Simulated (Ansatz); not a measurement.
# C6H16Cl2GeN2: a ladder of functionals and wavefunction methods

The task here is to estimate one member of a computed series from the others.

The runs use Ansatz 0.2.0, Gaussian basis; functionals in def2-TZVPP, the program's frozen cores in correlated methods.

The runs, in order: LDA (SPW92), PBE-D4, revPBE-D4, BLYP-D4, r2SCAN-D4, B97M-V, PBE0-D4, B3LYP-D4, r2SCANh-D4, r2SCAN0-D4, HSE06-D4, BHLYP-D4, CAM-B3LYP-D4, LC-ωPBE, ωB97X-V, ωB97M-V, B2PLYP, PBE-QIDH; CCSD(T)/def2-SVP; CCSD(T)/def2-TZVPP; MP2/def2-QZVPP; extrapolation to the limit; RPA on PBE.

### The relaxed structure

An earlier PBE0-D4 in a triple-zeta def2 set relaxation fixed the geometry.

SMILES `CC[N](C)[Ge]([Cl])([Cl])[N](C)CC`, 27 atoms, charge 0, spin multiplicity 1.

Atoms are counted from 1 here; the program's logs count them from 0.

Bond lengths: C1–C2 1.519 Å, C1–H12 1.093 Å, C1–H13 1.092 Å, C1–H14 1.092 Å, C2–N3 1.453 Å, C2–H15 1.093 Å, C2–H16 1.101 Å, N3–C4 1.449 Å, N3–Ge5 1.804 Å, C4–H17 1.091 Å, C4–H18 1.100 Å, C4–H19 1.094 Å, Ge5–Cl6 2.159 Å, Ge5–Cl7 2.163 Å, Ge5–N8 1.818 Å, N8–C9 1.451 Å, N8–C10 1.460 Å, C9–H20 1.095 Å and more. Angles: C2–C1–H12 110.1°, C2–C1–H13 110.5°, C2–C1–H14 111.9°, H12–C1–H13 108.4°, H12–C1–H14 107.5°, H13–C1–H14 108.2°, C1–C2–N3 112.6°, C1–C2–H15 108.8°, C1–C2–H16 109.8°, N3–C2–H15 108.7°, N3–C2–H16 110.2°, H15–C2–H16 106.6°, C2–N3–C4 114.7°, C2–N3–Ge5 119.2°, C4–N3–Ge5 116.8°, N3–C4–H17 110.1°, N3–C4–H18 112.2°, N3–C4–H19 110.7° and more.

Set-up of the first run:

The input, in.yaml:

```yaml
crystal:
  periodic: [false, false, false]
  atoms:
    - {symbol: C, position_ang: [-2.250701, -0.643292, -2.511343]}
    - {symbol: C, position_ang: [-1.938329, 0.519070, -1.585450]}
    - {symbol: N, position_ang: [-0.637232, 0.393309, -0.950955]}
    - {symbol: C, position_ang: [0.490783, 0.623869, -1.830378]}
    - {symbol: Ge, position_ang: [-0.444034, 0.899177, 0.770083]}
    - {symbol: Cl, position_ang: [-2.112971, 0.072152, 1.862267]}
    - {symbol: Cl, position_ang: [-0.610684, 3.045227, 0.987139]}
    - {symbol: N, position_ang: [1.159305, 0.376666, 1.449008]}
    - {symbol: C, position_ang: [1.833710, 1.255933, 2.385602]}
    - {symbol: C, position_ang: [1.312877, -1.024271, 1.828497]}
    - {symbol: C, position_ang: [0.869773, -2.015849, 0.774294]}
    - {symbol: H, position_ang: [-3.245851, -0.521432, -2.945495]}
    - {symbol: H, position_ang: [-2.226613, -1.586600, -1.961743]}
    - {symbol: H, position_ang: [-1.538797, -0.710444, -3.336616]}
    - {symbol: H, position_ang: [-2.703921, 0.564929, -0.807071]}
    - {symbol: H, position_ang: [-1.998711, 1.466372, -2.143232]}
    - {symbol: H, position_ang: [1.421400, 0.601628, -1.261063]}
    - {symbol: H, position_ang: [0.424353, 1.593571, -2.344857]}
    - {symbol: H, position_ang: [0.552720, -0.159193, -2.592389]}
    - {symbol: H, position_ang: [2.903887, 1.023090, 2.382624]}
    - {symbol: H, position_ang: [1.468935, 1.142219, 3.416660]}
    - {symbol: H, position_ang: [1.715624, 2.298734, 2.096008]}
    - {symbol: H, position_ang: [0.790000, -1.232050, 2.775540]}
    - {symbol: H, position_ang: [2.380762, -1.173123, 2.029482]}
    - {symbol: H, position_ang: [1.091317, -3.028857, 1.116783]}
    - {symbol: H, position_ang: [-0.202730, -1.961999, 0.578855]}
    - {symbol: H, position_ang: [1.393428, -1.849235, -0.168851]}
basis:
  gaussian: {orbitals: def2-TZVPP}
hamiltonian: {xc: lda}
output: {orbitals: {seedname: orbitals}}
```

The run is started by

```console
> ansatz run in.yaml --threads 11 --pin off --events-out ev --progress --plain --max-ram 174080MiB --backend cuda --devices 0, --max-vram 75GiB
```

Among the steps run: LDA; PBE-D4 (GGA); revPBE-D4 (GGA); BLYP-D4 (GGA); r2SCAN-D4 (meta-GGA); B97M-V (meta-GGA); B3LYP-D4 (hybrid); r2SCANh-D4 (hybrid); r2SCAN0-D4 (hybrid); HSE06-D4 (hybrid); BHLYP-D4 (hybrid); CAM-B3LYP-D4 (range-separated); LC-ωPBE (range-separated); ωB97X-V (range-separated); ωB97M-V (range-separated); B2PLYP (double hybrid); PBE-QIDH (double hybrid).

One table of the session follows, with a row left open; its other results are not shown here.

It belongs to the step «Orbital energies across the functionals». 

```
  functional  HOMO (eV)  gap (eV)
 LDA (SPW92)      -5.53      3.98
      PBE-D4      -5.40      4.13
   revPBE-D4      -5.34      4.19
     BLYP-D4      -5.28      4.08
   r2SCAN-D4      -5.64      4.66
      B97M-V      -5.80      4.88
     PBE0-D4          ?         ?
    B3LYP-D4      -6.50      5.95
  r2SCANh-D4      -6.14      5.52
  r2SCAN0-D4      -6.89      6.82
    HSE06-D4      -6.31      5.70
    BHLYP-D4      -7.97      8.84
CAM-B3LYP-D4      -8.07      8.90
     LC-ωPBE      -9.39     11.50
     ωB97X-V      -9.08     11.06
     ωB97M-V      -9.00     10.78
```

**Question.** Estimate the row for PBE0-D4.

**Answer.** HOMO (eV): -6.71; gap (eV): 6.48. In the column «HOMO (eV)» it lies between r2SCAN0-D4 (-6.89) and B3LYP-D4 (-6.50).
